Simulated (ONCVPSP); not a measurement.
# Ga, ONCV: a sweep of the scale of all qcut, part 2 of 2

Aim: generate and test one potential in full, then change the scale of all qcut and see what happens to hardness, ghosts and transferability.

ONCVPSP 4.0.1; first potential PBEsol, scalar-relativistic. Earlier steps stand in the parts before.

## 7. Variant: scale of all qcut = 1.35

Ga.dat

```
# ATOM AND REFERENCE CONFIGURATION
# atsym  z   nc   nv     iexc    psfile
  Ga 31.00    6    2  -116133      upf
#
#   n    l    f
    1    0    2.00
    2    0    2.00
    2    1    6.00
    3    0    2.00
    3    1    6.00
    3    2   10.00
    4    0    2.00
    4    1    1.00
#
# PSEUDOPOTENTIAL AND OPTIMIZATION
# lmax
    1
#
#   l,   rc,      ep,       ncon, nbas, qcut
    0    1.75    0.00    4    7    3.60
    1    2.65    0.00    5    9    3.80
#
# LOCAL POTENTIAL
# lloc, lpopt,  rc(5),   dvloc0
    4    5    1.50    2.00
#
# VANDERBILT-KLEINMAN-BYLANDER PROJECTORs
# l, nproj, debl
    0    2    3.80
    1    2    2.80
#
# MODEL CORE CHARGE
# icmod, fcfact, rcfact
    0    0.00    0.00
#
# LOG DERIVATIVE ANALYSIS
# epsh1, epsh2, depsh
   -2.00    5.00    0.02
#
# OUTPUT GRID
# rlmax, drl
    6.00    0.01
#
# TEST CONFIGURATIONS
# ncnf
    4
# nvcnf
#   n    l    f
    2
    4    0    2.00
    4    1    0.00
#
    2
    4    0    1.00
    4    1    0.00
#
    2
    4    0    2.00
    4    1    0.50
#
    2
    4    0    1.00
    4    1    1.00
#
```

Started as:

```bash
$ oncvpsp.x < Ga.dat > Ga.out
```

Output in Ga.out (without the consistency checks and plot data):

```text
ONCVPSP  (Optimized Norm-Conservinng Vanderbilt PSeudopotential)
scalar-relativistic version 4.0.1

[... all-electron levels as in step 2 ...]

Begin loop to  construct optimized pseudo wave functions
and semi-local pseudopoentials for all angular momenta

   Wellstate for l =  0  n =  6
     eigenvalue =   3.4706
     asymptotic potential =   3.9706
     half-point radius =  3.0889

Calculating optimized projector #   1

 for l=   0

    Fraction of norm inside rc  0.280369
    Optimizing pswf for qcut=   3.60 a_B^-1,  ecut=   6.47 Ha
    Residual kinetic energy error=  2.18D-03 Ha

    Energy error per electron        Cutoff
         Ha          eV             Ha
         0.01000     0.27211        4.71
         0.00100     0.02721        7.89
         0.00010     0.00272       30.24
         0.00001     0.00027       37.97

Calculating optimized projector #   2

 for l=   0

    Fraction of norm inside rc  0.111303
    Optimizing pswf for qcut=   3.60 a_B^-1,  ecut=   6.47 Ha
    Residual kinetic energy error=  1.21D-01 Ha

    Energy error per electron        Cutoff
         Ha          eV             Ha
         0.01000     0.27211       12.67
         0.00100     0.02721       28.16
         0.00010     0.00272       39.61
         0.00001     0.00027       51.20

   Wellstate for l =  1  n =  7
     eigenvalue =   2.7055
     asymptotic potential =   3.2055
     half-point radius =  4.9391

Calculating optimized projector #   1

 for l=   1

    Fraction of norm inside rc  0.364311
    Optimizing pswf for qcut=   3.80 a_B^-1,  ecut=   7.22 Ha
    Residual kinetic energy error=  3.72D-05 Ha

    Energy error per electron        Cutoff
         Ha          eV             Ha
         0.01000     0.27211        1.35
         0.00100     0.02721        2.50
         0.00010     0.00272        6.17
         0.00001     0.00027       19.52

Calculating optimized projector #   2

 for l=   1

    Fraction of norm inside rc  0.177610
    Optimizing pswf for qcut=   3.80 a_B^-1,  ecut=   7.22 Ha
    Residual kinetic energy error=  2.39D-03 Ha

    Energy error per electron        Cutoff
         Ha          eV             Ha
         0.01000     0.27211        6.09
         0.00100     0.02721        8.03
         0.00010     0.00272       36.96
         0.00001     0.00027       45.65

Construct Vanderbilt / Kleinmman-Bylander projectors

B matrix Hermiticity error, ll=   0
   1   2   -2.2408E-04

  Orthonormal projector coefficients  6.1069E+00  8.0944E-01

B matrix Hermiticity error, ll=   1
   1   2    5.6822E-05

  Orthonormal projector coefficients  2.5045E+00  4.5630E-01

Pseudoatom total energy   -2.099976

Diagnostic tests using Vanderbilt-Kleinman-Bylander pseudopotentials
  1 or more projectors used as specified by nproj input data

   l    rcore       rmatch      e in        delta e   norm test  slope test

   0   1.7582998   1.8116856  -0.3293741  -0.0000012   1.0000230   0.9999946
   0   1.7582998   1.8116856   3.4706259   0.0000217   1.0003564   1.0003564

   1   2.6567678   2.7374330  -0.0944794  -0.0000001   1.0000070   1.0000163
   1   2.6567678   2.7374330   2.7055206   0.0000281   1.0000965   1.0000965

 Testing for bound ghosts
   n   l    E NL Schr. Eq   E Basis Diag.   E Cutoff

   1   0       -0.329375       -0.319208     60.25

   2   1       -0.094480       -0.089690     55.77

 Testing for highly-localized positive-energy ghosts
       l    <radius>/rc     E Basis Diag.   E Cutoff

       0        0.592377        5.917136     60.25  WARNING - GHOST(+)

Test configuration 0

   n   l     f        eae           eps        diff
   1   0  2.0000 -375.61965393
   2   0  2.0000  -46.34864928
   2   1  6.0000  -40.35920948
   3   0  2.0000   -5.43072042
   3   1  6.0000   -3.62649692
   3   2 10.0000   -0.70419174
   4   0  2.0000   -0.32937413   -0.32937534   -1.21D-06
   4   1  1.0000   -0.09447944   -0.09447959   -1.45D-07

    Total energies and differences
      AE_ref= -1.94245904D+03  AE_tst= -1.94245904D+03  dif=  0.00D+00
      PS_ref= -2.09997591D+00  PS_tst= -2.09997591D+00  dif=  8.88D-16
      PSP excitation error= -8.88D-16

Test configuration 1

   n   l     f        eae           eps        diff
   1   0  2.0000 -375.92733777
   2   0  2.0000  -46.65355864
   2   1  6.0000  -40.66447422
   3   0  2.0000   -5.73608184
   3   1  6.0000   -3.93199529
   3   2 10.0000   -1.00907077
   4   0  2.0000   -0.60131681   -0.60235510   -1.04D-03

    Total energies and differences
      AE_ref= -1.94245904D+03  AE_tst= -1.94225032D+03  dif=  2.09D-01
      PS_ref= -2.09997591D+00  PS_tst= -1.89108484D+00  dif=  2.09D-01
      PSP excitation error= -1.64D-04

Test configuration 2

   n   l     f        eae           eps        diff
   1   0  2.0000 -376.37605627
   2   0  2.0000  -47.09223196
   2   1  6.0000  -41.10399110
   3   0  2.0000   -6.17882276
   3   1  6.0000   -4.37474556
   3   2 10.0000   -1.44746884
   4   0  1.0000   -0.95668758   -0.95312562    3.56D-03

    Total energies and differences
      AE_ref= -1.94245904D+03  AE_tst= -1.94147356D+03  dif=  9.85D-01
      PS_ref= -2.09997591D+00  PS_tst= -1.11430759D+00  dif=  9.86D-01
      PSP excitation error= -1.87D-04

Test configuration 3

   n   l     f        eae           eps        diff
   1   0  2.0000 -375.76202856
   2   0  2.0000  -46.49009673
   2   1  6.0000  -40.50078163
   3   0  2.0000   -5.57232879
   3   1  6.0000   -3.76816382
   3   2 10.0000   -0.84569045
   4   0  2.0000   -0.45774685   -0.45816559   -4.19D-04
   4   1  0.5000   -0.20636738   -0.20649777   -1.30D-04

    Total energies and differences
      AE_ref= -1.94245904D+03  AE_tst= -1.94238455D+03  dif=  7.45D-02
      PS_ref= -2.09997591D+00  PS_tst= -2.02545102D+00  dif=  7.45D-02
      PSP excitation error= -3.50D-05

Test configuration 4

   n   l     f        eae           eps        diff
   1   0  2.0000 -375.99666368
   2   0  2.0000  -46.71953091
   2   1  6.0000  -40.73053345
   3   0  2.0000   -5.80516360
   3   1  6.0000   -4.00098021
   3   2 10.0000   -1.07587272
   4   0  1.0000   -0.64128132   -0.64052441    7.57D-04
   4   1  1.0000   -0.36571046   -0.36636907   -6.59D-04

    Total energies and differences
      AE_ref= -1.94245904D+03  AE_tst= -1.94197818D+03  dif=  4.81D-01
      PS_ref= -2.09997591D+00  PS_tst= -1.61919835D+00  dif=  4.81D-01
      PSP excitation error=  8.29D-05
```

Wall time 3.5 s (1 thread, shared host).

Energies count from the reference configuration 4s2 4p1; the error is all-electron less pseudo.

```csv
valence configuration,charge,ΔE all-electron (eV),error AE − PS (meV)
4s2 4p0,+1,5.680,-4.5
4s1 4p0,+2,26.816,-5.1
4s2 4p0.5,+0.5,2.027,-1.0
4s1 4p1,+1,13.085,+2.3
```

With this change the loose cutoff goes from 28 Ha to 7.9 Ha, the largest test error goes from -9.3 to -5.1 meV and there is no bound ghost.

## 8. Comparison

This closing draws on all 2 parts.

Cutoffs, loose and tight: the cutoffs (Ha) at which the residual kinetic energy of the hardest occupied pseudo-wave falls to 1 and 0.1 mHa per electron; empty and scattering waves don't count. The number of plane waves in a given cell goes as the cutoff to the power 3/2; it is given for the loose cutoff, relative to the first potential. Test errors are all-electron less pseudo. The phase difference is the largest within 0.5 Ha of zero, over the channels with partial waves.

| scale of all qcut | outcome | cutoff, loose | cutoff, tight | plane waves, relative | bound ghosts | largest test error (meV) | phase difference near zero (rad) |
| --- | --- | --- | --- | --- | --- | --- | --- |
| 1 (first) | generated | 28 Ha | 37 Ha | 1.00 | none | -9.3 | 0.001 |
| 1.16 | generated | 17 Ha | 35 Ha | 0.46 | none | -7.5 | 0.001 |
| 1.35 | generated | 7.9 Ha | 30 Ha | 0.15 | none | -5.1 | 0.001 |

What this shows: The loose cutoff is 28 Ha at 1, 17 Ha at 1.16 and 7.9 Ha at 1.35. The largest test error is 9.3 meV at 1, 7.5 meV at 1.16 and 5.1 meV at 1.35.

The first potential by itself. The worst unpolarised test, 4s1 4p0, is off by 9.3 meV on 26.8 eV; by total energies transferability rates as good. It counts as of middling hardness, with 28 Ha needed at the looser tolerance. At the looser tolerance the 4s wave is the slowest; 4p needs 2 Ha. No bound ghost shows below the valence levels.
